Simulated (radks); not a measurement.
**Cl⁻ inside a hard spherical wall**

Aim: energy, levels and pressure of Cl⁻ as a wall, at which all orbitals vanish, closes in. The configuration stays [Ar].

The numbers are computed with radks (a radial shooting solver on a logarithmic mesh, Libxc functionals) version 1 (scalar-relativistic Kohn-Sham, PBE, spin-polarised, spherical densities, point nucleus), except any that are marked as measured or tabulated.

**1. The atom as given**

| Item | Value |
| --- | --- |
| element | chlorine (Z = 17) |
| charge | -1 |
| electrons | 18 |
| configuration | [Ar] |

The outer shells:

Cl⁻
```
[Ne] core
3s [↑↓]
3p [↑↓][↑↓][↑↓]
```

**2. Wall at 20 bohr**

Settings of this run:

```text
Z 17
configuration [Ar] 4s0 3d0 4p0
relativity scalar-relativistic
functional pbe,pbe
spin polarised
nucleus point
wall 20 bohr
c 137.035999084
```

**3. Wall at 15 bohr**

Changes since step 2:

```diff
@@ -6,3 +6,3 @@
 nucleus point
-wall 20 bohr
+wall 15 bohr
 c 137.035999084
```

**4. Wall at 12 bohr**

Changes since step 3:

```diff
@@ -6,3 +6,3 @@
 nucleus point
-wall 15 bohr
+wall 12 bohr
 c 137.035999084
```

**5. Wall at 8 bohr**

Changes since step 4:

```diff
@@ -6,3 +6,3 @@
 nucleus point
-wall 12 bohr
+wall 8 bohr
 c 137.035999084
```

**6. Wall at 7 bohr**

Changes since step 5:

```diff
@@ -6,3 +6,3 @@
 nucleus point
-wall 8 bohr
+wall 7 bohr
 c 137.035999084
```

**7. Wall at 3.5 bohr**

Changes since step 6:

```diff
@@ -6,3 +6,3 @@
 nucleus point
-wall 7 bohr
+wall 3.5 bohr
 c 137.035999084
```

**8. Wall at 3 bohr**

Changes since step 7:

```diff
@@ -6,3 +6,3 @@
 nucleus point
-wall 3.5 bohr
+wall 3 bohr
 c 137.035999084
```

**9. Wall at 2 bohr**

Changes since step 8:

```diff
@@ -6,3 +6,3 @@
 nucleus point
-wall 3 bohr
+wall 2 bohr
 c 137.035999084
```

Q: Predict the outcome of this session. Wanted: for each run, R; E − E(widest); ε(3p); ε(4s, empty); ε(4p, empty); ε(3d, empty); pressure.

As calculated:

```
R (bohr)  E − E(widest) (eV)  ε(3p) (eV)  ε(4s, empty) (eV)  ε(4p, empty) (eV)  ε(3d, empty) (eV)  pressure (GPa)
      20               0.000       0.236              2.439              2.654              2.997        < 0.0001
      15               0.000       0.240              3.146              3.619              4.243        0.000112
      12               0.004       0.259              3.869              4.697              5.590         0.00167
       8               0.103       0.517              6.350              8.445              9.356           0.127
       7               0.267       0.790              7.897             10.679             11.021           0.464
     3.5              17.894      10.082             41.494             50.371             28.022             190
       3              39.367      17.147             64.634             74.948             37.093             619
       2              243.11      62.594             205.04             214.57             85.305           10677
```

Eigenvalues are for spin up. At the tightest wall, 2 bohr, the energy stands 243.11 eV above the widest wall (20 bohr) and the pressure, −dE/dV, is 10677 GPa. Of the levels in the table that exist at both ends, 4p (empty) rises most from the widest wall (20 bohr) (211.91 eV). From R = 20 bohr inwards the highest occupied level lies above zero, in an anion first from self-interaction, then from the wall. Shells are not refilled when levels cross, and a hard wall is a model, not a crystal.
